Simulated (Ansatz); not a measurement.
SrVO3, space group Pm-3m, a single point from a YAML input

Computed with Ansatz's Python interface.

Contents of `scf.yaml`:
```yaml
crystal:
  lattice:
    - [3.8409, 0.0, 0.0]
    - [0.0, 3.8409, 0.0]
    - [0.0, 0.0, 3.8409]
  atoms:
    - { symbol: Sr, position: [0.5, 0.5, 0.5] }
    - { symbol: V, position: [0.0, 0.0, 0.0], spin: 1.5 }
    - { symbol: O, position: [0.5, 0.0, 0.0] }
    - { symbol: O, position: [0.0, 0.5, 0.0] }
    - { symbol: O, position: [0.0, 0.0, 0.5] }
magnetization:
  spin_polarized: true
kpoints:
  mp_grid: { grid: [6, 6, 6] }
hamiltonian:
  xc: pbe
scf:
  occupations: { method: cold, width: 0.15 }
output:
  stress: true
  eigenvalues: true
```

Interactive session:
```pycon
>>> import json
>>> import ansatz as az
>>> import numpy as np
>>> done = az.Session.from_deck("scf.yaml").plan().execute()
DeckWarning: basis.ecutwfc = 420 eV, auto-derived from the records' recommended cutoffs: set by Sr (normal level)
>>> r = done.report
>>> r["free_energy_ev"]
-8165.239245860466
>>> print("%-22s %14.5f eV" % ("F = E - TS", r["free_energy_ev"]))
F = E - TS                -8165.23925 eV
>>> print("%-22s %14.5f eV" % ("E", r["internal_energy_ev"]))
E                         -8165.23905 eV
>>> print("%-22s %14.5f eV" % ("Harris-Foulkes", r["harris_foulkes_ev"]))
Harris-Foulkes            -8165.23925 eV
>>> print("%-22s %14.5f eV" % ("Fermi level", r["fermi_energy_ev"]))
Fermi level                  12.51896 eV
>>> gap = None if "band_edges_ev" not in r else r["band_edges_ev"][1] - r["band_edges_ev"][0]
>>> print("gap on the k mesh:", "withheld (metal, or smearing too wide to tell)" if gap is None else f"{gap:.3f} eV")
gap on the k mesh: withheld (metal, or smearing too wide to tell)
>>> print("lowest empty less highest filled band, by band count:", round(r["gap_by_band_count_ev"], 3), "eV")
lowest empty less highest filled band, by band count: -2.512 eV
>>> print("band  energy (eV)  occupation, at k =", r["kpoints_frac"][0])
band  energy (eV)  occupation, at k = [0.0, 0.0, 0.0]
>>> for band, (e, occ) in enumerate(zip(r["eigenvalues_ev"][0], r["occupations"][0]), start=1):
...     print(f"{band:4d} {e:12.4f} {occ:9.4f}")
...
   1     -53.5650    1.0000
   2     -27.3948    1.0000
   3     -27.3948    1.0000
   4     -27.3948    1.0000
   5     -21.9681    1.0000
   6      -7.2440    1.0000
   7      -6.0599    1.0000
   8      -6.0599    1.0000
   9      -3.9800    1.0000
  10      -3.9800    1.0000
  11      -3.9800    1.0000
  12       7.3160    1.0000
  13       7.3160    1.0000
  14       7.3160    1.0000
  15       9.2613    1.0000
  16       9.2613    1.0000
  17       9.2613    1.0000
  18      10.1167    1.0000
  19      10.1167    1.0000
  20      10.1167    1.0000
  21      11.2919    1.0000
  22      11.2919    1.0000
  23      11.2919    1.0000
  24      13.6879    0.0000
  25      13.6879    0.0000
  26      16.1156    0.0000
  27      16.1156    0.0000
>>> # pressure is a third of the trace
>>> print("pressure by term (GPa)")
pressure by term (GPa)
>>> for term, tensor in r["stress_terms_gpa"].items():
...     if np.any(tensor):
...         print(f"  {term:28s} {np.trace(np.array(tensor)) / 3:12.3f}")
...
  kinetic                          2094.642
  hartree                           926.936
  ewald                           -2930.346
  local_pseudopotential             414.302
  nonlocal_pseudopotential         -131.013
  augmentation                       75.340
  nlcc                             -187.144
  xc                               -260.470
  augmentation_tail                  -0.017
  scf_correction                     -0.000
  pulay_correction                    0.648
>>> print(f"  {'total':28s} {np.trace(np.array(r['stress_gpa'])) / 3:12.3f}")
  total                               2.879
>>> print("site moments (muB):", [round(m, 2) for m in r["site_moments_mub"]])
site moments (muB): [0.0, 0.42, -0.0, -0.0, -0.0]
>>> print("electrons up, down:", [round(n, 3) for n in r["spin_occupation_sums"]])
electrons up, down: [20.772, 20.228]
>>> used = r["setup"]
>>> print("cutoffs (eV):", used["ecut_ev"], used["ecutrho_ev"], " FFT grid:", used["fft_dense"])
cutoffs (eV): 420.0 1680.0  FFT grid: [27, 27, 27]
>>> print("cell volume {:.3f} A^3, {} symmetry operations".format(used["cell_volume_ang3"], used["n_sym_ops"]))
cell volume 56.663 A^3, 48 symmetry operations
>>> keep = ["free_energy_ev", "energy_sigma0_ev", "fermi_energy_ev", "n_iterations", "converged", "magnetization_mub", "n_kpoints"]
>>> with open("srvo3.json", "w") as handle:
...     json.dump({key: r[key] for key in keep}, handle, indent=1)
...
```

It writes `srvo3.json`:
```json
{
 "free_energy_ev": -8165.239245860466,
 "energy_sigma0_ev": -8165.239181463555,
 "fermi_energy_ev": 12.518960807804692,
 "n_iterations": 18,
 "converged": true,
 "magnetization_mub": 0.5448119342527455,
 "n_kpoints": 20
}
```

Reading the output:
- Absolute energies stand on the zero of these potentials, so only differences at equal settings mean something. A total without «per atom» is that of the cell as typed.
- The computed bands are complete only to about 3.6 eV above the Fermi level.
- For a metal this k-point mesh is coarse: on a finer one energies can move by several to tens of meV an atom and pressures by half a GPa or more, differences at one mesh by less.
- An absolute Fermi energy rests on an arbitrary zero of the periodic potential and has no direct meaning.
- A gap by band count of zero or less means overlapping bands, a metal.
- With one magnetic atom the cell can hold only ferromagnetic order.
- Pressure is positive in compression.
- Without a Hubbard U or exact exchange, semilocal functionals often make such 3d compounds metallic or too weakly gapped.
- The structure is a deposited one; some such entries were measured under pressure or heat, so a shift against it needn't be the functional's error alone.
- Gaps and levels are Kohn-Sham values on a finite set of k-points, without spin-orbit coupling.
- Warnings are shown shortened and without file and line.
- Finished in 5.2 s on 1 thread of Intel(R) Xeon(R) Platinum 8488C (Sapphire Rapids) (shared host), peak memory 0.44 GiB.

(Lines on the test bed's own set-up are left out of the output.)
